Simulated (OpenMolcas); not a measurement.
**Pr²⁺ among point charges: CASSCF levels and susceptibility**

Aim: the splitting of the states of Pr²⁺ in the field of 3 point charges, its lowest levels with spin-orbit coupling and its magnetic susceptibility.

Method: state-averaged CASSCF, spin-orbit coupling by RASSI with atomic mean-field integrals. Code: OpenMolcas 26.06.

1 further run of the same task is left out (it didn't finish).

## (1) What is computed

| Property | Result |
| --- | --- |
| Species | Pr²⁺ (praseodymium, Z = 59, 57 electrons) |
| Basis | ANO-RCC-VTZP [8s7p5d3f2g1h], 104 functions |
| Scalar Hamiltonian | DKH2, point nucleus |
| Inactive shells | 1s 2s 2p 3s 3p 3d 4s 4p 4d 5s 5p |
| Active space | 3 electrons in 7 orbitals (4f) |
| Some configurations of this space | 4f³ |
| Orbitals | optimised for the highest spin of each parity, averaged over all roots |

The outer shells:

4f3
```
4f [↑ ][↑ ][↑ ][  ][  ][  ][  ]
```

The ion sits among 3 point charges of -2 e arranged as a planar triangle (D3h), 2.77 Å from the ion. The active orbitals were held to one l.

Each step is its own input file, run in one work folder so that later steps find the files of earlier ones. Labels, J, g values, rates, χT and fits are worked out afterwards by a script from the matrices that RASSI stores.

## (2) Basis and integrals

Input file a.inp:

```
&GATEWAY
Coord
1

Pr 0.0 0.0 0.0
Basis=ANO-RCC-VTZP
Group=NoSym
NoMove
AngMom=0.0 0.0 0.0
AMFI
XField
3 Angstrom 0
2.770000 0.000000 0.000000 -2.000000
-1.385000 2.398890 0.000000 -2.000000
-1.385000 -2.398890 0.000000 -2.000000
&SEWARD
```

Command:

```
> OMP_NUM_THREADS=1 MOLCAS_MEM=2252 MOLCAS_PROJECT=a pymolcas a.inp > a.log
```

## (3) Reference wave functions, quartets, 35 roots

Input file a.inp:

```
&RASSCF
FileOrb=start.orb
Symmetry=1
Spin=4
nActEl=3 0 0
Inactive=27
Ras2=7
CIRoot=35 35 1
SDav=35
CIMx=300
Iter=120 100
PrWF=0.3
OrbListing=Nothing
MaxOrb=0
SupSym
1
21 28 29 30 31 32 33 34 62 63 64 65 66 67 68 69 70 71 72 73 74 75
>>> COPY $Project.JobIph JOB001
```

start.orb holds the contracted functions of the basis, ordered by shell, or the orbitals of the step before.

## (4) CASSCF: doublets, 112 roots

Input file a.inp:

```
&RASSCF
FileOrb=start.orb
Symmetry=1
Spin=2
nActEl=3 0 0
Inactive=27
Ras2=7
CIRoot=112 112 1
SDav=112
CIMx=300
Iter=120 100
PrWF=0.3
OrbListing=Nothing
MaxOrb=0
CIOnly
SupSym
1
21 28 29 30 31 32 33 34 62 63 64 65 66 67 68 69 70 71 72 73 74 75
>>> COPY $Project.JobIph JOB002
```

## (5) RASSI: spin-orbit coupling between the states

Input file a.inp:

```
&RASSI
NrOfJobIphs=2 35 96
1 2 3 4 5 6 7 8 9 10 11 12 13 14 15 16 17 18 19 20 21 22 23 24 25 26 27
28 29 30 31 32 33 34 35
1 2 3 4 5 6 7 8 9 10 11 12 13 14 15 16 17 18 19 20 21 22 23 24 25 26 27
28 29 30 31 32 33 34 35 36 37 38 39 40 41 42 43 44 45 46 47 48 49 50 51
52 53 54 55 56 57 58 59 60 61 62 63 64 65 66 67 68 69 70 71 72 73 74 75
76 77 78 79 80 81 82 83 84 85 86 87 88 89 90 91 92 93 94 95 96
IphNames
JOB001
JOB002
EJob
SpinOrbit
DIPRint=1.0
SOCoupling=1000.0
Subsets=2
Property=9
'ANGMOM' 1 'ANGMOM' 2 'ANGMOM' 3 'MLTPL  1' 1 'MLTPL  1' 2 'MLTPL  1' 3
'AMFI' 1 'AMFI' 2 'AMFI' 3
SOProperty=3
'ANGMOM' 1 'ANGMOM' 2 'ANGMOM' 3
```

Q: Predict the outcome of this session. Wanted: spin-free ground state; first state of the same spin within the active space; lowest level; next level.

The runs gave:

| quantity | value |
| --- | --- |
| method | CASSCF |
| spin-free ground state | 4A1, 1-fold in its orbital part |
| first state of the same spin within the active space | 4E at 81.2 cm⁻¹ |
| lowest level | 2-fold E1/2, g = 0.91, 3.51, 3.51 |
| next level | 183.7 cm⁻¹ |
| χT at 300 K | 1.58 cm³ K/mol |
| effective moment at 300 K | 3.56 μB |

The spin-free ground state (4A1) comes to 99 % from free-ion I terms and keeps the highest spin of the shell. The doublets rest on orbitals optimised for another spin in at least one step, which raises them against the optimised states. Not all states of the active space went into the spin-orbit step. High states of lower spin are left out of the spin-orbit mixing, and CASSCF puts spin-flip levels too high. Point charges carry no covalency, so the field is a model and not that of real ligands.
